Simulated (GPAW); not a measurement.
YTiF5: band structure with PBE

YTiF5:

```
Y Ti F
1.0
    -2.09554    3.47800    4.21556
     2.09554   -3.47800    4.21556
     2.09554    3.47800   -4.21556
Y Ti F
1 1 5
Direct
  0.50000 0.50000 0.00000
  0.00000 0.00000 0.00000
  0.50000 0.00000 0.50000
  0.76085 0.76085 0.00000
  0.23915 0.23915 0.00000
  0.18102 0.50000 0.68102
  0.81898 0.50000 0.31898
```

The cell comes from a database or a generator and needn't be the stable form of this composition.

* Program: GPAW 26.7.0
* Task: band structure
* Functional: PBE
* Potentials or basis: GPAW PAW data sets (gpaw-data 1.2.1)
* Cutoff: 800 eV
* Basis: pw
* k mesh: 5 × 5 × 5
* Occupations: fermi-dirac, width 0.05 eV
* Spin: no spin polarisation
* Maxiter: 150
* Band path: GXLTWRX1ZGYSW,L1Y,Y1Z
* Band points: 100

```json
{
  "Pressure": "-3.5 GPa",
  "Largest force": "0.636 eV/Å",
  "Band gap along the path": "none (metal or under the smearing width)"
}
```

Forces on the atoms (eV/Å):
```
Y    0.000  0.000  0.000
Ti   0.000  0.000  0.000
F    0.000  0.000  0.000
F    0.000  0.000  0.636
F    0.000  0.000 -0.636
F    0.000 -0.171  0.000
F    0.000  0.171  0.000
```

Stress tensor (GPa, compression positive):
```
-2.91  0.00  0.00
 0.00 -2.82  0.00
 0.00  0.00 -4.69
```

Levels at the corners of the path, in eV from the Fermi level:
```csv
point,band 27,band 28,band 29,band 30,band 31,band 32
Γ,-6.01,-5.91,-0.45,0.04,0.28,0.66
X,-6.28,-5.97,-0.11,0.10,0.17,0.57
L,-6.27,-6.10,-0.09,0.10,0.18,0.56
T,-6.25,-6.22,-0.05,0.11,0.18,0.46
W,-6.25,-6.21,-0.04,0.14,0.22,0.46
R,-6.16,-5.98,-0.14,0.16,0.22,0.50
X1,-6.28,-5.97,-0.11,0.10,0.17,0.57
Z,-6.39,-5.92,-0.19,-0.02,0.24,0.81
Γ,-6.01,-5.91,-0.45,0.04,0.28,0.66
Y,-6.36,-6.07,-0.15,-0.02,0.24,0.85
S,-6.40,-6.16,-0.04,0.07,0.32,1.00
W,-6.25,-6.21,-0.04,0.14,0.22,0.46
L1,-6.27,-6.10,-0.09,0.10,0.18,0.56
Y,-6.36,-6.07,-0.15,-0.02,0.24,0.85
Y1,-6.36,-6.07,-0.15,-0.02,0.24,0.85
Z,-6.39,-5.92,-0.19,-0.02,0.24,0.81
```

Run time: 25 min on 1 thread of Intel(R) Xeon(R) Processor @ 2.50GHz (Skylake/Cascade Lake), on a shared host, peak memory 1.5 GiB.

Caveat: semilocal functionals often make such compounds metallic where correlation or magnetic order opens a gap, which also shifts bond lengths.
